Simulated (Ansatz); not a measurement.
# Cl₂F₂H₃NSi₂: small, medium and large basis sets

One table from this session's results is given with a row withheld; the runs are named, their logs left out.

Method: one geometry, several basis sets; program: Ansatz 0.2.0, Gaussian basis.

The runs, in order: PBE0-D4/def2-SVP; ωB97M-V/def2-SVP; PBE0-D4/def2-QZVPP; ωB97M-V/def2-QZVPP; the functionals' def2-TZVPP values are taken from earlier runs.

**The geometry**

All runs share one geometry, relaxed beforehand with PBE0-D4 in a triple-zeta def2 set.

SMILES `F[SiH2]N[Si](F)(Cl)Cl`, 10 atoms, charge 0, spin multiplicity 1.

Atoms are counted from 1 here; the program's logs count them from 0.

Bond lengths: F1–Si2 1.596 Å, Si2–N3 1.722 Å, Si2–H8 1.478 Å, Si2–H9 1.475 Å, N3–Si4 1.694 Å, N3–H10 1.011 Å, Si4–F5 1.580 Å, Si4–Cl6 2.028 Å, Si4–Cl7 2.025 Å. Angles: F1–Si2–N3 111.3°, F1–Si2–H8 106.8°, F1–Si2–H9 107.6°, N3–Si2–H8 108.1°, N3–Si2–H9 109.0°, H8–Si2–H9 114.1°, Si2–N3–Si4 129.2°, Si2–N3–H10 115.6°, Si4–N3–H10 115.2°, N3–Si4–F5 107.3°, N3–Si4–Cl6 113.2°, N3–Si4–Cl7 111.4°, F5–Si4–Cl6 107.3°, F5–Si4–Cl7 109.4°, Cl6–Si4–Cl7 108.0°.

The first run:

Input file in.yaml:

```yaml
crystal:
  periodic: [false, false, false]
  atoms:
    - {symbol: F, position_ang: [-1.301748, -2.084038, 0.893060]}
    - {symbol: Si, position_ang: [-0.462301, -0.795310, 1.318150]}
    - {symbol: N, position_ang: [0.559220, -0.262187, 0.038034]}
    - {symbol: Si, position_ang: [0.232594, 0.846865, -1.199709]}
    - {symbol: F, position_ang: [-1.325322, 1.107760, -1.198484]}
    - {symbol: Cl, position_ang: [1.145487, 2.636844, -0.928388]}
    - {symbol: Cl, position_ang: [0.792844, 0.124998, -3.006993]}
    - {symbol: H, position_ang: [0.396191, -1.200245, 2.451136]}
    - {symbol: H, position_ang: [-1.423555, 0.275050, 1.642077]}
    - {symbol: H, position_ang: [1.469589, -0.700838, -0.005883]}
basis:
  gaussian: {orbitals: def2-SVP}
hamiltonian: {xc: pbe0, dispersion: d4}
output: {orbitals: {seedname: orbitals}}
```

Started as:

```
> ansatz run in.yaml --threads 2 --pin off --events-out ev --progress --plain --max-ram 32768MiB --backend cpu
```

Steps of the session up to this table: PBE0-D4 in def2-SVP; ωB97M-V in def2-SVP; PBE0-D4 in def2-QZVPP; ωB97M-V in def2-QZVPP.

One of the session's tables, all rows but one given; the rest of the session is left out.

| functional | basis | HOMO (eV) | LUMO (eV) |
| --- | --- | --- | --- |
| PBE0-D4 | def2-SVP | -8.79 | 0.61 |
| PBE0-D4 | def2-TZVPP | ? | ? |
| PBE0-D4 | def2-QZVPP | -8.92 | -0.17 |
| ωB97M-V | def2-SVP | -11.05 | 2.50 |
| ωB97M-V | def2-TZVPP | -11.19 | 1.73 |
| ωB97M-V | def2-QZVPP | -11.23 | 1.19 |

**Question.** Estimate the row for PBE0-D4, def2-TZVPP.

**Answer.** HOMO (eV): -8.89; LUMO (eV): 0.09. In the column «HOMO (eV)» it lies between PBE0-D4, def2-QZVPP (-8.92) and PBE0-D4, def2-SVP (-8.79).
